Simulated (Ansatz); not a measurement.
# BaPtO₃, space group Pm-3m: a charge-density difference against the sublattices

With the Python package of Ansatz (0.2.0).

Run as a notebook:

In [1]:
```python
import ansatz as az
import numpy as np
```

In [2]:
```python
vectors0 = np.array([
    [4.138181, 0.0, 0.0],
    [0.0, 4.138181, 0.0],
    [0.0, 0.0, 4.138181],
])
sites = [
    ("Ba", [0.0, 0.0, 0.0]),
    ("Pt", [0.5, 0.5, 0.5]),
    ("O", [0.5, 0.5, 0.0]),
    ("O", [0.5, 0.0, 0.5]),
    ("O", [0.0, 0.5, 0.5]),
]
```

In [3]:
```python
def crystal_on(cell):
    crystal = az.Crystal(lattice=az.Lattice.of(cell))
    for symbol, position in sites:
        crystal = crystal.atom(symbol, position)
    return crystal
```

In [4]:
```python
# same cell, cutoff and mesh for the crystal and its parts
def solve(crystal):
    return (
        crystal.calculation()
        .functional("lda")
        .occupations(az.OccupationsMethod.COLD, width=0.05)
        .basis(460, grid_basis="typed")
        .kpoints(6, 6, 6)
        .density()
        .run(threads=1)
    )


whole = solve(crystal_on(vectors0))
difference = whole.density().channels[0].density_e_per_ang3.copy()
binding = whole.report["free_energy_ev"]
for element in ["Ba", "Pt", "O"]:
    part = az.Crystal(lattice=az.Lattice.of(vectors0))
    for symbol, position in sites:
        if symbol == element:
            part = part.atom(symbol, position)
    alone = solve(part)
    difference -= alone.density().channels[0].density_e_per_ang3
    binding -= alone.report["free_energy_ev"]
    print(f"{element} sublattice: {alone.report['n_electrons']:g} electrons, {alone.report['n_iterations']} iterations")
```
```text
Ba sublattice: 10 electrons, 5 iterations
Pt sublattice: 18 electrons, 7 iterations
O sublattice: 18 electrons, 7 iterations
```

In [5]:
```python
voxel = abs(np.linalg.det(vectors0)) / difference.size
print(f"energy of the crystal less its unpolarised sublattices: {binding / len(sites):.4f} eV/atom")
print(f"net charge of the difference {difference.sum() * voxel:.5f} e, charge moved {0.5 * np.abs(difference).sum() * voxel:.3f} e")
print(f"extremes {difference.min():.4f} and {difference.max():.4f} e/A^3")
for (symbol, position) in sites:
    index = tuple(int(round(p * n)) % n for p, n in zip(position, difference.shape))
    print(f"  change of the pseudo-density at the grid point nearest {symbol}: {difference[index]:+.4f} e/A^3")
```
```text
energy of the crystal less its unpolarised sublattices: -5.3752 eV/atom
net charge of the difference -0.00000 e, charge moved 1.292 e
extremes -0.5500 and 0.3560 e/A^3
  change of the pseudo-density at the grid point nearest Ba: -0.0098 e/A^3
  change of the pseudo-density at the grid point nearest Pt: -0.0126 e/A^3
  change of the pseudo-density at the grid point nearest O: -0.0079 e/A^3
  change of the pseudo-density at the grid point nearest O: -0.0079 e/A^3
  change of the pseudo-density at the grid point nearest O: -0.0079 e/A^3
```

Spin is left out of this run. For a metal this k-point mesh is coarse: on a finer one energies can move by several to tens of meV an atom and pressures by half a GPa or more, differences at one mesh by less. Spin-orbit coupling, which matters for elements this heavy, is left out. The fields are valence quantities on the plane-wave grid; their values near the nuclei depend on the potentials. This cell is a computed structure, which may not be the phase found in nature. Charge moved counts every rearrangement, bonding and polarisation too, and is no transfer between atoms; the bare sublattices are artificial references. Values near the nuclei depend on the potentials. The whole script took 5.5 s on 1 thread of AMD EPYC 7R13 Processor (Zen 3), on a shared host, peak memory 0.44 GiB.

(Lines on the test bed's own set-up are left out of the output.)
